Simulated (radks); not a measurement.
# Dy in [Kr] 4d10 4f10 5s1 5p6 6s2 6p1: an all-electron calculation

What are the levels of neutral dysprosium, how large are its shells, and how does its energy divide?

Method: scalar-relativistic Kohn-Sham, PBE, spin-unpolarised, spherical densities, finite nucleus. Code: radks (a radial shooting solver on a logarithmic mesh, Libxc functionals) version 1.

### 1 The atom as given

| Item | Value |
| --- | --- |
| element | dysprosium (Z = 66) |
| charge | 0 |
| electrons | 66 |
| configuration | [Kr] 4d10 4f10 5s1 5p6 6s2 6p1 |
| nuclear rms radius | 5.2218 fm |

Outer shells as boxes (Hund's rule):

Dy
```
[Kr] core
4d [↑↓][↑↓][↑↓][↑↓][↑↓]
4f [↑↓][↑↓][↑↓][↑ ][↑ ][↑ ][↑ ]
5s [↑ ]
5p [↑↓][↑↓][↑↓]
6s [↑↓]
6p [↑ ][  ][  ]
```

### 2 The calculation

Input:

```text
Z 66
configuration [Kr] 4d10 4f10 5s1 5p6 6s2 6p1 5d0 7s0 5f0 7p0
relativity scalar-relativistic
functional pbe,pbe
spin unpolarised
nucleus finite rms 5.2218 fm
c 137.035999084
```

Started as:

```sh
python run_ks.py task.json out
```

This one command runs every case of the session in turn.

Q: Predict the outcome of this run.

As calculated:

```
                        quantity                value
                    total energy  -12154.3203 hartree
exchange-correlation share of it               2.16 %
                            −T/E               1.0786
          highest occupied level        6p, -2.186 eV
    most extended occupied level  6p, <r> = 4.99 bohr
 radius at density 0.001 e/bohr³            5.46 bohr
    maxima of the radial density                    4
```

**Reading.** The radial density shows 4 maxima for 6 occupied principal shells; where shells overlap, one shows as a shoulder or not at all. Relativity lifts −T/E to 1.079. This is not the tabulated ground configuration, so its levels and sizes aren't those of the ground state, and no measured value stands beside it.
